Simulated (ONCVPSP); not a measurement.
# Gallium: generating and testing an ONCV potential

Do these settings give a usable potential? It is generated, then checked for transferability, scattering, ghosts and hardness.

Program: ONCVPSP 4.0.1.1 (patched build). Reference atom: PBEsol, scalar-relativistic, spherical and spin-unpolarised. All values are calculated.

## Step 1: Starting point

Typed settings, in words:

- element: gallium (Ga, Z = 31)
- type: optimised norm-conserving Vanderbilt (ONCV)
- frozen core: [Ne]
- valence charge: 21
- reference configuration: 3s2 3p6 3d10 4s2 4p1
- partial waves: 3s+4s: rc 1.20 bohr, ncon 4, nbas 7, qcut 9.5 1/bohr, 2 projectors; 3p+4p: rc 1.05 bohr, ncon 5, nbas 10, qcut 10.9 1/bohr, 2 projectors; 3d: rc 1.20 bohr, ncon 4, nbas 8, qcut 12.7 1/bohr, 2 projectors, debl 1.6 Ha
- local potential: polynomial inside 1.00 bohr (lpopt 2, dvloc0 0 Ha)
- core correction: not asked for

The nodes and maxima of the atom's own shells, from an earlier all-electron run, set the scale for the radii.

All-electron outer shells of the reference configuration (PBEsol, scalar-relativistic, ld1.x):

```csv
shell,level (eV),outermost node (bohr),outermost maximum (bohr)
2s,-1261.21,0.07,0.18
2p,-1098.23,–,0.15
3s,-147.78,0.27,0.56
3p,-98.68,0.24,0.56
3d,-19.16,–,0.53
4s,-8.96,0.81,1.90
4p,-2.57,0.87,2.53
```

## Step 2: The generation run

Ga.dat

```
# ATOM AND REFERENCE CONFIGURATION
# atsym  z   nc   nv     iexc    psfile
  Ga 31.00    3    5  -116133      upf
#
#   n    l    f
    1    0    2.00
    2    0    2.00
    2    1    6.00
    3    0    2.00
    3    1    6.00
    3    2   10.00
    4    0    2.00
    4    1    1.00
#
# PSEUDOPOTENTIAL AND OPTIMIZATION
# lmax
    2
#
#   l,   rc,      ep,       ncon, nbas, qcut
    0    1.20    0.00    4    7    9.50
    1    1.05    0.00    5   10   10.90
    2    1.20    0.00    4    8   12.70
#
# LOCAL POTENTIAL
# lloc, lpopt,  rc(5),   dvloc0
    4    2    1.00    0.00
#
# VANDERBILT-KLEINMAN-BYLANDER PROJECTORs
# l, nproj, debl
    0    2    3.10
    1    2    0.70
    2    2    1.60
#
# MODEL CORE CHARGE
# icmod, fcfact, rcfact
    0    0.00    0.00
#
# LOG DERIVATIVE ANALYSIS
# epsh1, epsh2, depsh
   -7.00    5.00    0.04
#
# OUTPUT GRID
# rlmax, drl
    6.00    0.01
#
# TEST CONFIGURATIONS
# ncnf
    4
# nvcnf
#   n    l    f
    5
    3    0    2.00
    3    1    6.00
    3    2   10.00
    4    0    2.00
    4    1    0.00
#
    5
    3    0    2.00
    3    1    6.00
    3    2   10.00
    4    0    1.00
    4    1    0.00
#
    5
    3    0    2.00
    3    1    6.00
    3    2   10.00
    4    0    0.00
    4    1    0.00
#
    5
    3    0    2.00
    3    1    6.00
    3    2   10.00
    4    0    1.00
    4    1    2.00
#
```

On the command line:

```console
$ oncvpsp.x < Ga.dat > Ga.out
```

What does the calculation give? Wanted: cutoffs for 1 and 0.1 mHa per electron, occupied waves; bound ghosts; GHOST(+) flags; largest test error; largest phase difference near zero energy, channels read.

The runs gave:

| quantity | value |
| --- | --- |
| cutoffs for 1 and 0.1 mHa per electron, occupied waves | 68 Ha and 75 Ha |
| bound ghosts | none found |
| GHOST(+) flags | none at low energy |
| largest test error (AE − PS) | -0.9 meV, for 3s2 3p6 3d10 4s1 4p0 (1 test unsolved) |
| largest phase difference near zero energy, channels read | 0.000 rad |

By total energies transferability is very good where solved: the largest error is 0.9 meV on 26.8 eV, for 3s2 3p6 3d10 4s1 4p0. Of the tests 1 gave no usable energy difference, which is a warning in itself. It counts as very hard, with 68 Ha needed at the looser tolerance. At the looser tolerance the 3d wave is the slowest; 3p needs 51 Ha. No bound ghost shows below the valence levels. Near zero energy the phases of the channels with partial waves agree within 0.001 rad. All of this concerns the isolated atom, not yet a solid.
